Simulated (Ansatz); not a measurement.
**C2H6GeOSi: up Jacob's ladder to CCSD(T)**

Aim: compute C2H6GeOSi with functionals from several rungs and with coupled cluster, and see how far each lands from CCSD(T) at the basis-set limit for the atomisation energy.

Program: Ansatz 0.2.0, Gaussian basis. Level of theory: functionals in def2-TZVPP, the program's frozen cores in correlated methods. These are calculated values, not measurements.

The runs, in order: PBE-D4, r2SCAN-D4, PBE0-D4, B3LYP-D4, ωB97X-V, ωB97M-V, B2PLYP; CCSD(T)/def2-TZVPP; MP2/def2-QZVPP; extrapolation to the limit.

## 1. The relaxed structure

All runs share one geometry, relaxed beforehand with PBE0-D4 in a triple-zeta def2 set.

SMILES `[SiH3]C#C[O][GeH3]`, 11 atoms, charge 0, spin multiplicity 1.

Atoms are counted from 1 here; the program's logs count them from 0.

Bond lengths: Si1–C2 1.802 Å, Si1–H6 1.487 Å, Si1–H7 1.486 Å, Si1–H8 1.487 Å, C2–C3 1.213 Å, C3–O4 1.279 Å, O4–Ge5 1.830 Å, Ge5–H9 1.531 Å, Ge5–H10 1.527 Å, Ge5–H11 1.531 Å. Angles: C2–Si1–H6 110.1°, C2–Si1–H7 110.5°, C2–Si1–H8 110.9°, H6–Si1–H7 108.5°, H6–Si1–H8 108.3°, H7–Si1–H8 108.4°, Si1–C2–C3 179.1°, C2–C3–O4 179.4°, C3–O4–Ge5 118.2°, O4–Ge5–H9 106.3°, O4–Ge5–H10 102.2°, O4–Ge5–H11 106.3°, H9–Ge5–H10 113.9°, H9–Ge5–H11 112.9°, H10–Ge5–H11 113.9°.

## 2. PBE-D4 (GGA)

The input, in.yaml:

```yaml
crystal:
  periodic: [false, false, false]
  atoms:
    - {symbol: Si, position_ang: [-2.214584, -1.518851, 0.363999]}
    - {symbol: C, position_ang: [-0.535701, -0.879254, 0.223133]}
    - {symbol: C, position_ang: [0.601200, -0.466702, 0.133980]}
    - {symbol: O, position_ang: [1.805534, -0.044576, 0.043712]}
    - {symbol: Ge, position_ang: [2.075290, 1.706371, -0.416451]}
    - {symbol: H, position_ang: [-3.169916, -0.403276, 0.595822]}
    - {symbol: H, position_ang: [-2.315706, -2.470343, 1.501164]}
    - {symbol: H, position_ang: [-2.617011, -2.227459, -0.879360]}
    - {symbol: H, position_ang: [1.397000, 2.546221, 0.668460]}
    - {symbol: H, position_ang: [3.598993, 1.809804, -0.417145]}
    - {symbol: H, position_ang: [1.440300, 1.891166, -1.796712]}
basis:
  gaussian: {orbitals: def2-TZVPP}
hamiltonian: {xc: pbe, dispersion: d4}
output: {forces: true, orbitals: {seedname: orbitals}}
```

Started as:

```bash
ansatz run in.yaml --threads 4 --pin off --events-out ev --progress --plain --max-ram 10444MiB
```

The runs that follow: r2SCAN-D4 (meta-GGA); PBE0-D4 (hybrid); B3LYP-D4 (hybrid); ωB97X-V (range-separated); ωB97M-V (range-separated); B2PLYP (double hybrid); CCSD(T) in def2-TZVPP; MP2 in def2-QZVPP.

Q: Predict the results of all the runs planned. Wanted: atomisation energy, CCSD(T)/CBS; farthest; mean size of error, hybrid; mean size of error, range-separated; gap, smallest and largest; T1 diagnostic; triples share of the correlation energy.

The runs gave:

| quantity | value |
| --- | --- |
| atomisation energy, CCSD(T)/CBS | 3823.1 kJ/mol |
| functionals within 38.2 kJ/mol (1.0 %) | r2SCAN-D4, PBE0-D4, B3LYP-D4, ωB97X-V, ωB97M-V |
| farthest | PBE-D4 (+50.5 kJ/mol) |
| mean size of error, hybrid | 17.5 kJ/mol |
| mean size of error, range-separated | 10.6 kJ/mol |
| gap, smallest and largest | 4.15 eV (PBE-D4), 10.66 eV (ωB97X-V) |
| T1 diagnostic | 0.0131 |
| triples share of the correlation energy | 4.1 % |

What this shows: PBE-D4 is off by +50.5 kJ/mol. Double hybrids carry the basis error of their MP2 part in triple zeta, and no dispersion term here, so their miss is partly the set-up's. Misses under about 38.2 kJ/mol are within the doubt on the reference itself, which lacks core-valence correlation, relativity and higher excitations, and its outer-core shells are covered unevenly. Hartree-Fock recovers 72 % of the binding; the rest is correlation. Orbital gaps span 4.1 to 10.7 eV; exact exchange widens them. Correlated methods include outer-core shells of Ge, which these sets cover unevenly.
